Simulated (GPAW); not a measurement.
# Two attempts at SeOF2 (SMILES O=[Se](F)F)

Wanted: the charge distribution of SeOF2, RPBE/real-space grid (scalar-relativistic datasets).

Program for the calculation: GPAW 26.7.0.

3 further runs of the same task are left out: 1 that didn't finish, 2 set aside as unsound or not needed.

## Step 1: Starting point

SeOF2 has 4 atoms, charge 0, and is taken as a singlet. As SMILES, `O=[Se](F)F`. The shape comes from GFN2-xTB, which is rough for such elements, and wasn't checked as a minimum.

Bond lengths: Se1–O2 1.523 Å, Se1–F3 1.825 Å, Se1–F4 1.825 Å. Angles: O2–Se1–F3 102.8°, O2–Se1–F4 102.8°, F3–Se1–F4 90.5°.

## Step 2: The input as first written

run.py reads:

```python
import numpy as np
from ase import Atoms
from ase.units import Bohr, Debye
from gpaw import GPAW

# Set up the molecule
positions_bohr = np.array(
              [[  0.232720,   0.004951,   1.177942],
               [  2.785419,  -0.058222,  -0.148740],
               [ -1.459417,   2.475107,  -0.533923],
               [ -1.558703,  -2.421835,  -0.495278]])
mol = Atoms(["Se", "O", "F", "F"], positions=positions_bohr * Bohr)
mol.center(vacuum=4.5)

# Calculator
calc = GPAW(mode="lcao", basis="tzp", xc="RPBE", h=0.2, maxiter=100, txt="-")
mol.calc = calc

energy = mol.get_potential_energy()
print(f"Energy: {energy:.5f} eV")
forces = mol.get_forces()
print("Forces (eV/Ang)")
for symbol, f in zip(mol.symbols, forces):
    print(f'{symbol:2} {f[0]:9.4f} {f[1]:9.4f} {f[2]:9.4f}')
dipole = mol.get_dipole_moment() / Debye
print(f"Dipole: {np.linalg.norm(dipole):.3f} D")
homo, lumo = calc.get_homo_lumo()
print(f"HOMO                    {homo:.3f} eV")
print(f"LUMO = {lumo:.3f} eV")
print(f"Gap                     {lumo - homo:.3f} eV")
```

Started as:

```console
$ python run.py > run.log
```

Standard output:

```text
__  _  _
 | _ |_)|_||  |
 |__||  | ||/\| - 26.7.0

units:  Angstrom and eV
cores:  1
OpenMP: False

Versions:
  Python: 3.12.14
  ASE:    3.29.0
  Numpy:  2.5.5
  Scipy:  1.18.1
  Libxc:  7.0.0

        _gpaw.cpython-312-aarch64-linux-gnu.so

Input parameters:
  mode=LCAO(),
  basis={'default': 'tzp'},
  h=0.2,
  maxiter=100,
  xc=XC(name='RPBE')
FileNotFoundError: Could not find required basis set file "Se.tzp.basis".

You need to set the GPAW_SETUP_PATH environment variable to point to
the directories where PAW dataset and basis files are stored.  See
```

It took 0.52 s on 1 thread of Arm Neoverse V2, shared host; peak memory 0.095 GiB.

## Step 3: Diagnosis

The input was rejected.

The telling line is `FileNotFoundError: Could not find required basis set file "Se.tzp.basis".`. What is wrong: a file that the run needs isn't there. To mend it: mode fd in place of lcao.

## Step 4: Second attempt

calc.py reads:

```python
import numpy as np
from ase import Atoms
from ase.units import Bohr, Debye
from gpaw import GPAW

# Set up the molecule
positions_bohr = np.array(
              [[  0.232720,   0.004951,   1.177942],
               [  2.785419,  -0.058222,  -0.148740],
               [ -1.459417,   2.475107,  -0.533923],
               [ -1.558703,  -2.421835,  -0.495278]])
atoms = Atoms('SeOFF', positions=positions_bohr * Bohr)
atoms.center(vacuum=4.5)

# GPAW settings
calc = GPAW(mode='fd', h=0.2, xc='RPBE', maxiter=100, txt='-')
atoms.calc = calc

energy = atoms.get_potential_energy()
print(f'Energy: {energy:.5f} eV')
forces = atoms.get_forces()
print('Forces (eV/Ang)')
for symbol, f in zip(atoms.symbols, forces):
    print(f'{symbol:2} {f[0]:9.4f} {f[1]:9.4f} {f[2]:9.4f}')
dipole = atoms.get_dipole_moment() / Debye
print(f'Dipole                  {np.linalg.norm(dipole):.3f} D')
homo, lumo = calc.get_homo_lumo()
print(f'HOMO                    {homo:.3f} eV')
print(f'LUMO = {lumo:.3f} eV')
print(f'Gap: {lumo - homo:.3f} eV')
```

Started as:

```console
$ python3 -u calc.py | tee calc.out
```

Standard output:

```text
[...]
Number of symmetries: 1
[...]
  Number of IBZ points: 1
[...]
Spin-components: 1 (collinear spins)
Bands:           16
[...]
  Valence electrons: 26.0
[...]
  Grid points: [56 56 48]
  Charge: 0.0  # |e|
[...]
    cutoffs:
[...]
occupation numbers:
  # Zero width
[...]
xc functional:
  name: RPBE with 2 nearest neighbor stencil
[...]
|iter     |     time |      energy | eigst |  dens |
[...]
|iter:   1| 00:00:01 |  -21.366344 | +0.78 |       |
[...]
|iter:  14| 00:00:09 |  -17.262709c| -7.47c| -5.86c|
Converged in 14 steps
[...]
Energy contributions relative to reference atoms: (reference = -73585.665550)
Energy contributions:
  Kinetic:          31.368465
  Coulomb:         -31.945885
  Zero:              1.582472
  External:          0.000000
  Xc:              -18.267761
  Entropy:           0.000000
  Spinorbit:         0.000000
  ----------------------------
  Free energy:     -17.262709
  Extrapolated:    -17.262709
dipole moment: (0.034310, 0.004649, 0.630631)  # |e|*Ang
Fermi level: -6.120
Eigenvalues  # (at kpt = [0.000, 0.000, 0.000])
| band index |      eig [eV] | occ [0-2] |
|------------|---------------|-----------|
|          0 |       -30.262 |     2.000 |
|        ... |               |           |
|          5 |       -12.654 |     2.000 |
|          6 |       -11.778 |     2.000 |
|          7 |       -10.416 |     2.000 |
|          8 |       -10.168 |     2.000 |
|          9 |        -9.761 |     2.000 |
|         10 |        -9.540 |     2.000 |
|         11 |        -9.158 |     2.000 |
|         12 |        -8.646 |     2.000 |
|         13 |        -3.593 |     0.000 |
|         14 |        -2.812 |     0.000 |
[...]
Gap: 5.054 eV
Transition (v -> c):
[...]
Forces (eV/Ang)
Se   -5.5382    0.1026    1.3794
O     5.1991   -0.0513   -2.2024
F     0.0476   -0.0058    0.2373
F     0.5218    0.0130    0.3386
Dipole                  3.034 D
HOMO                    -8.646 eV
LUMO = -3.593 eV
Gap: 5.054 eV
```

Run time: 10 s. Hardware: 1 thread of Arm Neoverse V2, shared host; peak memory 0.45 GiB.

## Step 5: What came out

At RPBE/real-space grid (scalar-relativistic datasets):

| quantity | value |
| --- | --- |
| energy as printed (from the program's reference atoms) | -17.2627 eV |
| dipole moment | 3.03 D |
| HOMO energy | -8.65 eV |
| LUMO energy | -3.59 eV |
| HOMO–LUMO gap | 5.05 eV |
